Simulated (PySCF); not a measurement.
**One shape, several levels: C3H5BClF (SMILES B[C@@H]1[C@H](F)[C@@H]1Cl)**

We compute a comparison of 5 runs (B3LYP/6-31G*, PBE0/def2-SVP, PBE/6-311G**, CCSD/6-31G, CCSD(T)/cc-pVDZ) of C3H5BClF. 

Program for the calculation: PySCF 2.14.0.

## (1) The structure to begin with

The species is C3H5BClF (11 atoms), meant as a singlet with charge 0. As SMILES, `B[C@@H]1[C@H](F)[C@@H]1Cl`. The coordinates come from a GFN2-xTB relaxation.

Bond lengths: B1–C2 1.550 Å, C2–C3 1.521 Å, C3–F4 1.353 Å, C2–C5 1.526 Å, C3–C5 1.483 Å, C5–Cl6 1.751 Å, B1–H7 1.167 Å, B1–H8 1.168 Å, C2–H9 1.085 Å, C3–H10 1.085 Å, C5–H11 1.082 Å. Some angles: B1–C2–C3 120.1°, B1–C2–C5 122.8°, C3–C2–C5 58.2°, C2–C3–F4 119.1°, C2–C3–C5 61.0°, F4–C3–C5 119.5°, C2–C5–C3 60.7°, C2–C5–Cl6 120.8°, C3–C5–Cl6 120.1°, B1–C2–H9 117.5°.

## (2) Energy and gradient at B3LYP/6-31G(d) (Cartesian functions) (run 1)

Contents of job.py:

```python
from pyscf import gto, dft

mol = gto.M(
    atom=[
    ('B', (-0.253730, 0.737270, 1.466670)),
    ('C', (0.098340, -0.411380, 0.486690)),
    ('C', (0.849810, -0.110960, -0.801680)),
    ('F', (1.156200, 1.172670, -1.101780)),
    ('C', (-0.560300, -0.562870, -0.881240)),
    ('Cl', (-1.811460, 0.546600, -1.401970)),
    ('H', (-0.597330, 1.776580, 1.062790)),
    ('H', (-0.152220, 0.546740, 2.614070)),
    ('H', (0.377800, -1.368100, 0.916580)),
    ('H', (1.656200, -0.762470, -1.122120)),
    ('H', (-0.763310, -1.564080, -1.238000)),
],
    basis='6-31g*',
    cart=True,
    max_memory=1860,
    charge=0,
    verbose=4,
)

calc0 = dft.RKS(mol, xc='b3lyp')
calc0.conv_tol = 1e-10
calc0.grids.level = 5
calc0.kernel()
if not calc0.converged:
    calc0 = calc0.newton().run(calc0.mo_coeff, calc0.mo_occ)

e_final = calc0.e_tot
print('E = %.10f Eh' % e_final)
grad = calc0.nuc_grad_method().kernel()
calc0.analyze()
```

Run with:

```console
$ OMP_NUM_THREADS=1 python job.py
```

The program printed:

```text
PySCF version 2.14.0

[... 82 lines left out ...]
converged SCF energy = -702.147682396018
[... 25 lines left out ...]
MO #4   energy= -10.2677328003918  occ= 2
[... 9 lines left out ...]
MO #14  energy= -0.634820981992153 occ= 2
[... 9 lines left out ...]
MO #24  energy= -0.338703924311078 occ= 2
[... 9 lines left out ...]
MO #34  energy= 0.181386308663962  occ= 0
[... 9 lines left out ...]
MO #44  energy= 0.442006375551051  occ= 0
[... 9 lines left out ...]
MO #54  energy= 0.72405220445289   occ= 0
[... 9 lines left out ...]
MO #64  energy= 0.986363885108064  occ= 0
[... 9 lines left out ...]
MO #74  energy= 1.43063467486624   occ= 0
[... 9 lines left out ...]
MO #84  energy= 1.92761772995621   occ= 0
[... 9 lines left out ...]
MO #94  energy= 2.55103984719811   occ= 0
[... 9 lines left out ...]
MO #104 energy= 4.48743753139846   occ= 0
[... 79 lines left out ...]
pop of  5 Cl 3s           1.87232
pop of  5 Cl 4s           0.00539
pop of  5 Cl 2px          1.99993
pop of  5 Cl 2py          1.99994
pop of  5 Cl 2pz          1.99995
pop of  5 Cl 3px          1.58752
pop of  5 Cl 3py          1.68544
pop of  5 Cl 3pz          1.90077
pop of  5 Cl 4px          0.00628
pop of  5 Cl 4py          0.00513
pop of  5 Cl 4pz          0.00200
pop of  5 Cl 3dxx         0.00135
pop of  5 Cl 3dxy         0.00518
pop of  5 Cl 3dxz         0.00199
pop of  5 Cl 3dyy         0.00086
pop of  5 Cl 3dyz         0.00166
pop of  5 Cl 3dzz         0.00126
pop of  6  H 1s           0.97074
pop of  6  H 2s           0.00590
pop of  7  H 1s           0.98048
pop of  7  H 2s           0.00535
pop of  8  H 1s           0.87405
pop of  8  H 2s           0.00820
pop of  9  H 1s           0.87084
pop of  9  H 2s           0.01013
pop of  10  H 1s          0.85730
pop of  10  H 2s          0.01003
 ** Mulliken atomic charges  **
charge of    0B =      0.01741
charge of    1C =     -0.20628
charge of    2C =      0.20941
charge of    3F =     -0.27501
charge of    4C =     -0.07586
charge of    5Cl =     -0.07665
charge of    6H =      0.02336
charge of    7H =      0.01417
charge of    8H =      0.11775
charge of    9H =      0.11903
charge of   10H =      0.13266
Dipole moment(X, Y, Z, Debye):  1.09185, -2.56041,  0.35159
```

Wall time 51 s (1 thread of Arm Neoverse V2, shared host); peak memory 1 GiB.

## (3) Energy and gradient at PBE0/def2-SVP (run 2)

Contents of job.py:

```python
from pyscf import gto, dft

system = gto.M(
    atom='''
B       -0.253730       0.737270       1.466670
C        0.098340      -0.411380       0.486690
C        0.849810      -0.110960      -0.801680
F        1.156200       1.172670      -1.101780
C       -0.560300      -0.562870      -0.881240
Cl      -1.811460       0.546600      -1.401970
H       -0.597330       1.776580       1.062790
H       -0.152220       0.546740       2.614070
H        0.377800      -1.368100       0.916580
H        1.656200      -0.762470      -1.122120
H       -0.763310      -1.564080      -1.238000
''',
    max_memory=1860,
    charge=0,
    basis='def2-svp',
    verbose=4,
)

mf = dft.RKS(system, xc='pbe0')
mf.grids.level = 5
mf.conv_tol = 1e-10
mf.kernel()
if not mf.converged:
    mf = mf.newton().run(mf.mo_coeff, mf.mo_occ)

energy = mf.e_tot
print(f'total energy: {energy:.8f} hartree')
grad = mf.nuc_grad_method().kernel()
dip = mf.dip_moment()
pop, q = mf.mulliken_pop()
```

Run with:

```console
$ OMP_NUM_THREADS=1 python job.py
```

The program printed:

```text
PySCF version 2.14.0

[... 80 lines left out ...]
converged SCF energy = -701.403761742077
total energy: -701.40376174 hartree
[... 12 lines left out ...]
Dipole moment(X, Y, Z, Debye):  0.89728, -2.58684,  0.25260
[... 86 lines left out ...]
pop of  5 Cl 3dz^2        0.00523
pop of  5 Cl 3dxz         0.00570
pop of  5 Cl 3dx2-y2      0.00626
pop of  6 H 1s            0.75039
pop of  6 H 2s            0.23585
pop of  6 H 2px           0.00132
pop of  6 H 2py           0.00969
pop of  6 H 2pz           0.00329
pop of  7 H 1s            0.75328
pop of  7 H 2s            0.25073
pop of  7 H 2px           0.00048
pop of  7 H 2py           0.00196
pop of  7 H 2pz           0.01132
pop of  8 H 1s            0.74230
pop of  8 H 2s            0.15885
pop of  8 H 2px           0.00574
pop of  8 H 2py           0.01320
pop of  8 H 2pz           0.00609
pop of  9 H 1s            0.74968
pop of  9 H 2s            0.16343
pop of  9 H 2px           0.01034
pop of  9 H 2py           0.00677
pop of  9 H 2pz           0.00586
pop of  10 H 1s           0.73744
pop of  10 H 2s           0.13829
pop of  10 H 2px          0.00354
pop of  10 H 2py          0.01387
pop of  10 H 2pz          0.00577
 ** Mulliken atomic charges  **
charge of    0B =      0.09855
charge of    1C =     -0.18293
charge of    2C =      0.25366
charge of    3F =     -0.21519
charge of    4C =     -0.08638
charge of    5Cl =     -0.08822
charge of    6H =     -0.00054
charge of    7H =     -0.01778
charge of    8H =      0.07383
charge of    9H =      0.06392
charge of   10H =      0.10108
```

Wall time 56 s (1 thread of Arm Neoverse V2, shared host); peak memory 1.1 GiB.

Runs 3 to 4 aren't shown in full; the table further down has their settings and results.

## (4) The energy at CCSD(T)/cc-pVDZ (run 5)

Contents of calc.py:

```python
from pyscf import gto, cc

system = gto.M(
    atom=[
    ('B', (-0.253730, 0.737270, 1.466670)),
    ('C', (0.098340, -0.411380, 0.486690)),
    ('C', (0.849810, -0.110960, -0.801680)),
    ('F', (1.156200, 1.172670, -1.101780)),
    ('C', (-0.560300, -0.562870, -0.881240)),
    ('Cl', (-1.811460, 0.546600, -1.401970)),
    ('H', (-0.597330, 1.776580, 1.062790)),
    ('H', (-0.152220, 0.546740, 2.614070)),
    ('H', (0.377800, -1.368100, 0.916580)),
    ('H', (1.656200, -0.762470, -1.122120)),
    ('H', (-0.763310, -1.564080, -1.238000)),
],
    max_memory=1860,
    basis='cc-pvdz',
    verbose=4,
    charge=0,
)

mf = system.RHF()
mf.conv_tol = 1e-10
mf.kernel()
if not mf.converged:
    mf = mf.newton().run(mf.mo_coeff, mf.mo_occ)

mycc = cc.CCSD(mf, frozen=10)
mycc.kernel()
e_t = mycc.ccsd_t()
e_tot = mycc.e_tot + e_t
print(f'total energy: {e_tot:.8f} hartree')
dip = mf.dip_moment()
pop, q = mf.mulliken_pop()
```

Run with:

```console
$ OMP_NUM_THREADS=1 python calc.py
```

The program printed:

```text
PySCF version 2.14.0

[... 69 lines left out ...]
converged SCF energy = -700.086953955554
[... 12 lines left out ...]
Init t2, MP2 energy = -700.892268121496  E_corr(MP2) -0.805314165942173
[... 11 lines left out ...]
CCSD converged
[... 2 lines left out ...]
total energy: -700.96991287 hartree
Dipole moment(X, Y, Z, Debye):  0.99107, -2.83548,  0.66954
[... 86 lines left out ...]
pop of  5 Cl 3dz^2        0.00584
pop of  5 Cl 3dxz         0.00644
pop of  5 Cl 3dx2-y2      0.00547
pop of  6 H 1s            0.76532
pop of  6 H 2s            0.25818
pop of  6 H 2px           0.00146
pop of  6 H 2py           0.01192
pop of  6 H 2pz           0.00370
pop of  7 H 1s            0.76876
pop of  7 H 2s            0.28683
pop of  7 H 2px           0.00042
pop of  7 H 2py           0.00219
pop of  7 H 2pz           0.01407
pop of  8 H 1s            0.75912
pop of  8 H 2s            0.16654
pop of  8 H 2px           0.00669
pop of  8 H 2py           0.01863
pop of  8 H 2pz           0.00730
pop of  9 H 1s            0.76255
pop of  9 H 2s            0.15315
pop of  9 H 2px           0.01480
pop of  9 H 2py           0.01000
pop of  9 H 2pz           0.00726
pop of  10 H 1s           0.75330
pop of  10 H 2s           0.12690
pop of  10 H 2px          0.00416
pop of  10 H 2py          0.02047
pop of  10 H 2pz          0.00730
 ** Mulliken atomic charges  **
charge of    0B =      0.26454
charge of    1C =     -0.20278
charge of    2C =      0.35691
charge of    3F =     -0.29488
charge of    4C =     -0.09847
charge of    5Cl =     -0.09430
charge of    6H =     -0.04057
charge of    7H =     -0.07228
charge of    8H =      0.04172
charge of    9H =      0.05224
charge of   10H =      0.08788
```

Run time: 2.5 min. Hardware: 1 thread of Arm Neoverse V2, shared host; peak memory 1 GiB.

## (5) Overview of the runs

```
run                               level  Cartesian functions      task  energy (Eh)  dipole moment (D) of the reference  HOMO energy (eV)  LUMO energy (eV)  wall time
  1  B3LYP/6-31G* (Cartesian functions)                  yes  gradient  -702.147682                                2.81             -7.58             -1.50       51 s
  2                       PBE0/def2-SVP                   no  gradient  -701.403762                                2.75             -7.92             -1.56       56 s
  3                        PBE/6-311G**                   no  gradient  -701.740043                                2.81             -6.70             -2.64       84 s
  4                          CCSD/6-31G                   no    energy  -700.455652                                3.61            -11.25              2.41      9.3 s
  5                     CCSD(T)/cc-pVDZ                   no    energy  -700.969913                                3.08            -11.09              2.15    2.5 min
```

## (6) What came out

| quantity | value |
| --- | --- |
| run 5: total energy | -700.96991 Eh |
| run 5: dipole moment (Hartree–Fock density) | 3.08 D |
| run 5: HOMO energy (Hartree–Fock orbitals) | -11.09 eV |
| run 5: LUMO energy (Hartree–Fock orbitals) | 2.15 eV |
| run 5: HOMO–LUMO gap (Hartree–Fock orbitals) | 13.24 eV |
| run 5: correlation energy (10 core orbitals frozen) | -883.0 mEh |
| run 5: (T) correction | -24.76 mEh |
| run 5: T1 diagnostic | 0.011 |

In words: Over runs 1, 2, 3 the dipole moment (its size) runs from 2.75 D (PBE0/def2-SVP) to 2.81 D (B3LYP/6-31G*). The two ends differ in method and basis. Over runs 1, 2, 3 the HOMO–LUMO gap runs from 4.06 eV (PBE/6-311G**) to 6.35 eV (PBE0/def2-SVP). Totals of different functionals can't be ranked against each other. All runs together took 5.9 min, the longest 2.5 min.
